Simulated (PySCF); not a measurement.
Crystal: CAlClBrH3, in a box.

```xyz
7
Lattice="12.0000 0.0000 0.0000 0.0000 13.0000 0.0000 0.0000 0.0000 12.0000" Properties=species:S:1:pos:R:3 pbc="T T T"
C     5.6375    7.9914    5.7211
Al    5.9005    6.0923    5.9363
Cl    7.5005    5.3466    7.0571
Br    4.5256    4.5716    5.0110
H     4.7615    8.2127    5.1091
H     5.5121    8.4703    6.6964
H     6.5150    8.4454    5.2519
```

Base run:

```yaml
Program: PySCF 2.14.0
Functional: r2SCAN
Dispersion: D4
Potentials_or_basis: 6-31g* (all-electron)
k_mesh: 1 × 1 × 1
Occupations: fixed
Spin: no spin polarisation
```

Its results: gap between the frontier levels 6.04 eV.

**Question.** After a change of settings the same cell gave: gap between the frontier levels 5.44 eV. Which change was it?
A. functional from r2SCAN to PBE0; dispersion from D4 to D3(BJM)
B. functional from r2SCAN to revTPSS; dispersion from D4 to D3(OP)
C. functional from r2SCAN to RPBE

**Answer.** C.

r2SCAN gives the wider gap, since meta-GGAs in the generalised Kohn-Sham scheme recover part of the derivative discontinuity.

Caveats: this is a molecule in a periodic box at the Γ point, so its band gap is the HOMO-LUMO gap; relativity is left out, which matters for the heavier elements; the basis of atomic orbitals isn't converged, which shifts pressures, moduli and gaps.

Not every run made on this cell is shown here.
